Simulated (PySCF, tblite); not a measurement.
# C₄H₁₂N₂OSi₂: geometry, infrared bands and NMR shifts

Aim: predict the infrared bands and NMR shifts of C₄H₁₂N₂OSi₂ (`CC(=O)N1[SiH2]CN[Si@H]1C`).

Computed with tblite 0.8.0 and PySCF 2.14.0, with density-fitted response routines of our own, on a single molecule in the gas phase. Atoms are numbered from 0 throughout.

### Step 1. The starting structure

21 atoms, charge 0, multiplicity 1; geometry from: force field or distance geometry start.

Bonds of the start (Å): C0–C1 1.49, C1–O2 1.28, C1–N3 1.42, N3–Si4 1.81, Si4–C5 1.86, C5–N6 1.44, N6–Si7 1.79, Si7–C8 1.85, Si7–N3 1.79, C0–H9 1.10, C0–H10 1.11, C0–H11 1.11, Si4–H12 1.47, Si4–H13 1.48, C5–H14 1.13, C5–H15 1.12, N6–H16 1.03, Si7–H17 1.45, C8–H18 1.11, C8–H19 1.12, C8–H20 1.12.

### Step 2. Geometry optimisation with GFN2-xTB

Job settings and geometry (Å):

```
{"job": {"kind": "relax", "xc": "GFN2-xTB", "basis": "xTB"}, "charge": 0, "multiplicity": 1}
C      2.701100     0.936800     0.649300
C      1.812500    -0.195800     1.029400
O      2.240500    -0.945700     1.972300
N      0.569300    -0.447700     0.393800
Si    -0.609800    -1.776100     0.745500
C     -1.961700    -1.390300    -0.475500
N     -1.382700    -0.692100    -1.587800
Si    -0.194600     0.483800    -0.936400
C     -1.175100     1.923900    -0.308100
H      3.530700     1.065300     1.367400
H      2.094300     1.870700     0.633200
H      3.130900     0.780200    -0.357100
H     -1.083600    -1.717200     2.141000
H      0.014200    -3.093400     0.464900
H     -2.738200    -0.757000     0.051000
H     -2.482400    -2.318000    -0.814900
H     -1.026700    -1.287200    -2.343000
H      0.777400     0.924200    -1.923400
H     -0.671600     2.484100     0.504700
H     -1.362600     2.611700    -1.176000
H     -2.190800     1.556800    -0.030900
```

On the command line:

```sh
OMP_NUM_THREADS=1 python probes_run.py task.json out
```

The driver reads the jobs from task.json and runs them one after another.

**Question.** This job is followed by: GFN2-xTB harmonic vibrations, gas phase; GIAO PBE0/pcSseg-1 NMR shielding, non-relativistic, gas phase. Predict these results of the whole session: strongest single infrared mode (GFN2-xTB); zero-point energy (GFN2-xTB); 13C shifts against TMS (PBE0/pcSseg-1); 1H shifts against TMS (PBE0/pcSseg-1, means over atoms taken as alike); 17O shifts against H2O (PBE0/pcSseg-1); 15N shifts against NH3 (PBE0/pcSseg-1); 29Si shifts against TMS (PBE0/pcSseg-1); surface potential, 1st and 99th percentile.

**Answer**, as computed:

| quantity | value |
| --- | --- |
| strongest single infrared mode (GFN2-xTB) | 1412 cm⁻¹, 531 km/mol |
| zero-point energy (GFN2-xTB) | 99.4 kcal/mol |
| 13C shifts against TMS (PBE0/pcSseg-1) | 181.5, 28.0, 25.4, 1.9 ppm |
| 1H shifts against TMS (PBE0/pcSseg-1, means over atoms taken as alike) | 5.50, 5.02, 4.97, 2.73, 2.66, 2.13, 0.19, 0.15 ppm |
| 17O shifts against H2O (PBE0/pcSseg-1) | 482.9 ppm |
| 15N shifts against NH3 (PBE0/pcSseg-1) | 132.0, 25.9 ppm |
| 29Si shifts against TMS (PBE0/pcSseg-1) | -19.5, -39.1 ppm |
| surface potential, 1st and 99th percentile | -1.93 V and 1.54 V |

**Reading.** The optimisation took 162 steps and gained 1.215 eV; among the close pairs (by a distance rule), N6–Si7 changed most, from 1.794 to 1.710 Å. All 57 modes are real, so the xTB geometry is a minimum. The strongest single mode, at 1412 cm⁻¹, moves mainly C1 and N3. Unscaled tight-binding wavenumbers are off by several per cent, some by more. Its intensities can rank the bands wrongly. The most deshielded carbon is C1 (amide carbonyl carbon), at 181.5 ppm: it is a carbonyl in resonance with an O or N lone pair, the region of acids, esters and amides. At PBE0/pcSseg-1: The largest span, 616 ppm, is at O2, where the paramagnetic term is -549 ppm.
